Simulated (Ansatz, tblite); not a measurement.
# Al(H2O)Cl3 (AlCl3H2O): rung by rung

The task here is to estimate one member of a computed series from the others.

Program: Ansatz 0.2.0, Gaussian basis. Level of theory: as each input shows. These are calculated values, not measurements.

The runs, in order: GFN1-xTB, GFN2-xTB, PBE-D4/def2-TZVP, r2SCAN-D4/def2-TZVP, LC-ωPBE/def2-TZVP, revPBE-D4/def2-TZVP, LDA/def2-TZVP, B97M-V/def2-TZVP, BLYP-D4/def2-TZVP, B3LYP-D4/def2-TZVP, r2SCANh-D4/def2-TZVP, PBE-D4/def2-SVP, PBE0-D4/def2-SVP, HF/STO-3G, HF/6-31G, B3LYP-D4/6-31G, PBE0-D4/def2-TZVPD, PBE-D4/def2-TZVPD, r2SCAN-D4/def2-TZVPD, CCSD(T)/def2-TZVPP, MP2/def2-TZVP, RPA/def2-TZVP.

## The geometry

The geometry is that of the singlet, from an earlier relaxation (PBE-D4/def2-SVP).

7 atoms, charge 0, spin multiplicity 1.

Bond lengths: Al1–O2 1.982 Å, Al1–Cl5 2.110 Å, Al1–Cl6 2.135 Å, Al1–Cl7 2.136 Å, O2–H3 0.983 Å, O2–H4 0.983 Å. Angles: O2–Al1–Cl5 106.9°, O2–Al1–Cl6 95.3°, O2–Al1–Cl7 95.2°, Cl5–Al1–Cl6 117.8°, Cl5–Al1–Cl7 117.8°, Cl6–Al1–Cl7 116.9°, Al1–O2–H3 106.3°, Al1–O2–H4 106.6°, H3–O2–H4 106.7°.

PBE0-D4/def2-TZVP was run before; its log isn't repeated, and its numbers join the tables.

The first run:

Tight binding, by tblite at 300 K electronic temperature and without a spin-polarisation term:

```python
tblite.interface.Calculator('GFN1-xTB', numbers, positions, charge=0, uhf=0).singlepoint()
```

Tight binding, by tblite at 300 K electronic temperature and without a spin-polarisation term:

```python
tblite.interface.Calculator('GFN2-xTB', numbers, positions, charge=0, uhf=0).singlepoint()
```

start.molden holds the orbitals of an earlier run on this state, given as this run's starting guess.

Input file in.yaml:

```yaml
crystal:
  periodic: [false, false, false]
  atoms:
    - {symbol: Al, position_ang: [0.170056, -0.052307, -0.784588]}
    - {symbol: O, position_ang: [0.177842, 0.039425, 1.194850]}
    - {symbol: H, position_ang: [-0.410898, -0.683909, 1.506901]}
    - {symbol: H, position_ang: [-0.260322, 0.885439, 1.438401]}
    - {symbol: Cl, position_ang: [2.177536, -0.266150, -1.396892]}
    - {symbol: Cl, position_ang: [-0.761052, 1.848785, -1.065992]}
    - {symbol: Cl, position_ang: [-1.093152, -1.771284, -0.892690]}
basis:
  gaussian: {orbitals: def2-TZVP, initial_orbitals: start.molden}
hamiltonian: {xc: pbe, dispersion: d4}
scf: {omitted_lower_state_checks: [starts]}
output: {orbitals: {seedname: orbitals}}
```

Run with:

```sh
$ ansatz run in.yaml --threads 4 --pin off --events-out ev --progress --plain --max-ram 3916MiB
```

Among the steps run: PBE-D4/def2-TZVP; r2SCAN-D4/def2-TZVP; LC-ωPBE/def2-TZVP; revPBE-D4/def2-TZVP; LDA/def2-TZVP; B97M-V/def2-TZVP; BLYP-D4/def2-TZVP; B3LYP-D4/def2-TZVP; r2SCANh-D4/def2-TZVP; PBE-D4/def2-SVP; PBE0-D4/def2-SVP; HF/STO-3G; HF/6-31G; B3LYP-D4/6-31G; PBE0-D4/def2-TZVPD; PBE-D4/def2-TZVPD; r2SCAN-D4/def2-TZVPD; CCSD(T)/def2-TZVPP; MP2/def2-TZVP; RPA/def2-TZVP.

One of the session's tables, all rows but one given; the rest of the session is left out.

```
               level  HOMO (eV)  LUMO (eV)  gap (eV)
           HF/STO-3G     -10.21       7.18     17.40
            HF/6-31G     -12.52       2.04     14.56
       LDA/def2-TZVP      -7.53      -1.93      5.60
     PBE-D4/def2-SVP      -7.14      -1.36      5.78
    PBE-D4/def2-TZVP      -7.38      -1.74      5.65
   PBE-D4/def2-TZVPD      -7.47      -2.08      5.39
 revPBE-D4/def2-TZVP      -7.33      -1.62      5.70
   BLYP-D4/def2-TZVP      -7.20      -1.77      5.43
 r2SCAN-D4/def2-TZVP      -7.76      -1.12      6.63
r2SCAN-D4/def2-TZVPD          ?          ?         ?
    B97M-V/def2-TZVP      -7.82      -1.48      6.34
r2SCANh-D4/def2-TZVP      -8.27      -0.85      7.42
      B3LYP-D4/6-31G      -8.77      -1.49      7.27
  B3LYP-D4/def2-TZVP      -8.50      -1.22      7.28
    PBE0-D4/def2-SVP      -8.62      -0.45      8.17
   PBE0-D4/def2-TZVP      -8.80      -0.84      7.96
  PBE0-D4/def2-TZVPD      -8.86      -1.31      7.55
   LC-ωPBE/def2-TZVP     -11.62       1.37     12.99
```

**Question.** Estimate the row for r2SCAN-D4/def2-TZVPD.

The run gave: HOMO (eV): -7.81; LUMO (eV): -1.46; gap (eV): 6.35. In the column «HOMO (eV)» it lies between B97M-V/def2-TZVP (-7.82) and r2SCAN-D4/def2-TZVP (-7.76).
